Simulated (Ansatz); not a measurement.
## ZrB, space group Fm-3m: relaxations under a series of pressures, step by step

With the Python package of Ansatz (0.2.0).

The script reads `zrb.cif`:
```cif
data_ZrB
_cell_length_a 3.473762
_cell_length_b 3.473762
_cell_length_c 3.473762
_cell_angle_alpha 60.00000
_cell_angle_beta 60.00000
_cell_angle_gamma 60.00000
_symmetry_space_group_name_H-M 'P 1'
_symmetry_Int_Tables_number 1
loop_
_symmetry_equiv_pos_as_xyz
'x, y, z'
loop_
_atom_site_label
_atom_site_type_symbol
_atom_site_fract_x
_atom_site_fract_y
_atom_site_fract_z
Zr1 Zr    0.500000    0.500000    0.500000
B2 B    0.000000    0.000000    0.000000
```

Interactive session:
```pycon
>>> import ansatz as az
>>> from ase.io import read
>>> import numpy as np
>>> ECUT = 510
>>> SIGMA = 0.1
>>> FUNCTIONAL = "lda"
>>> MAX_SCF = 50
>>> def edges_and_angles(cell):
...     cell = np.asarray(cell)
...     a, b, c = np.linalg.norm(cell, axis=1)
...     cosines = cell[1] @ cell[2] / (b * c), cell[0] @ cell[2] / (a * c), cell[0] @ cell[1] / (a * b)
...     return (a, b, c, *np.degrees(np.arccos(cosines)))
...
>>> atoms = read("zrb.cif")
>>> cell = az.Crystal.from_ase(atoms)
>>> len(cell.resolved().sites)
2
>>> model = (
...     cell.calculation()
...     .basis(ECUT)
...     .occupations(az.OccupationsMethod.METHFESSEL_PAXTON, width=SIGMA)  # fractional filling near the Fermi level
...     .kpoints(12)  # sampling of the Brillouin zone
...     .functional(FUNCTIONAL)
...     .scf(max_iterations=MAX_SCF)
... )
>>> # H = F + PV, with 1 GPa A^3 = 1/160.21766 eV
>>> rows = []
>>> for pressure in [0, 5, 10, 20]:
...     out = model.relax(cell=True, pressure=pressure, force_tolerance=0.05, max_steps=30).run()
...     cell = out.lattice.cell_ang
...     n_atoms = len(out.lattice.sites)
...     volume = abs(np.linalg.det(cell)) / n_atoms
...     enthalpy = out.report["free_energy_ev"] / n_atoms + pressure * volume / 160.21766
...     rows.append((pressure, volume, enthalpy, *edges_and_angles(cell)))
...     print(f"{pressure} GPa done: {volume:.4f} A^3/atom")
...
0 GPa done: 14.0960 A^3/atom
5 GPa done: 13.7243 A^3/atom
10 GPa done: 13.3953 A^3/atom
20 GPa done: 12.8325 A^3/atom
>>> print(" P (GPa)  V (A^3/atom)  H (eV/atom)     a       b       c")
 P (GPa)  V (A^3/atom)  H (eV/atom)     a       b       c
>>> for row in rows:
...     print("{:8.1f} {:12.4f} {:14.5f} {:7.4f} {:7.4f} {:7.4f}".format(*row[:6]))
...
     0.0      14.0960    -2114.00363  3.4162  3.4162  3.4162
     5.0      13.7243    -2113.56966  3.3859  3.3859  3.3859
    10.0      13.3953    -2113.14658  3.3587  3.3587  3.3587
    20.0      12.8325    -2112.32865  3.3109  3.3109  3.3109
>>> p, v = np.array([row[0] for row in rows], float), np.array([row[1] for row in rows])
>>> print("mean bulk modulus between rows (GPa):", np.round(-np.diff(p) / np.diff(np.log(v)), 1))
mean bulk modulus between rows (GPa): [187.1 206.1 233. ]
```

The volume falls from 14.10 Å³ an atom at 0 GPa to 12.83 at 20 GPa, by 9.0 %. Between 0 and 5 GPa, -V dP/dV is about 187 GPa, a mean over that step.

Total energies depend on the potentials; only differences at equal settings carry meaning. At a fixed pressure a relaxation lowers the enthalpy F + PV, while F alone can rise. The structure comes from a database of computed cells and needn't be a stable or known phase. Symmetry holds the cell in this phase, whether or not it is the stable one at each pressure. Timing: 32 s on 1 thread of Arm Neoverse V2 (shared host), peak memory 0.46 GiB.
